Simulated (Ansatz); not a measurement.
# Ti2CuSb3: the cost of one run

Program: Ansatz 0.2.0. Level of theory: DFT PBEsol, scalar-relativistic, plane waves, PAW. These are calculated values, not measurements.

3 further runs of the same task are left out: 3 set aside as unsound or not needed.

## Step 1: The structure to begin with

The structure is tetragonal, space group P-4m2 (No. 115). The conventional cell has a = 3.749 Å, b = 3.749 Å, c = 8.171 Å, α = 90.00°, β = 90.00°, γ = 90.00°. Ti (site symmetry 2mm) is surrounded by 7 Sb at 2.81 to 2.96 Å and 2 Cu at 2.85 Å. Around Cu (site symmetry -4m2) lie 4 Sb at 2.65 Å and 4 Ti at 2.85 Å. Sb (site symmetry 2mm) is surrounded by 5 Ti at 2.81 to 2.96 Å. Around Sb (site symmetry -4m2) lie 4 Cu at 2.65 Å and 4 Ti at 2.85 Å.

As a file:

```cif
data_structure
_symmetry_space_group_name_H-M 'P-4m2'
_symmetry_Int_Tables_number 115
_cell_length_a 3.7487
_cell_length_b 3.7487
_cell_length_c 8.1714
_cell_angle_alpha 90.000
_cell_angle_beta 90.000
_cell_angle_gamma 90.000
_cell_volume 114.83
loop_
_atom_site_label
_atom_site_type_symbol
_atom_site_symmetry_multiplicity
_atom_site_Wyckoff_symbol
_atom_site_fract_x
_atom_site_fract_y
_atom_site_fract_z
_atom_site_occupancy
Ti1 Ti 2 g 0.00000 0.50000 0.73750 1
Cu1 Cu 1 a 0.00000 0.00000 0.00000 1
Sb1 Sb 2 g 0.00000 0.50000 0.37514 1
Sb2 Sb 1 b 0.50000 0.50000 0.00000 1
```

It is the result of an earlier relaxation at this level (volume 19.14 Å³/atom; gap on the mesh: none (metal)).

## Step 2: Reference cell for the strains

The input, input.yaml:

```yaml
crystal:
  lattice:
    - [3.7487213847, 0.0, 0.0]
    - [0.0, 3.7487213847, 0.0]
    - [0.0, 0.0, 8.1714280293]
  atoms:
    - { symbol: Ti, position: [0.0, 0.5, 0.7375011759] }
    - { symbol: Ti, position: [0.5, 0.0, 0.2624988241] }
    - { symbol: Cu, position: [0.0, 0.0, 0.0] }
    - { symbol: Sb, position: [0.0, 0.5, 0.3751423662] }
    - { symbol: Sb, position: [0.5, 0.0, 0.6248576338] }
    - { symbol: Sb, position: [0.5, 0.5, 0.0] }
basis:
  ecutwfc: 420
kpoints:
  mp_grid: { grid: [10, 10, 6] }
hamiltonian:
  xc: pbesol
scf:
  occupations: { method: gaussian, width: 0.1 }
output:
  forces: true
  stress: true
  eigenvalues: true
```

Started as:

```sh
> ansatz run input.yaml --threads 1 --pin off --max-ram 2560MiB --backend cpu --events-out ev --progress --plain --runs-dir out
```

Q: Estimate wall time and peak memory on 1 thread of Intel Xeon 6975P-C (Granite Rapids), shared host.

About 22 s, with a peak of 0.69 GiB.
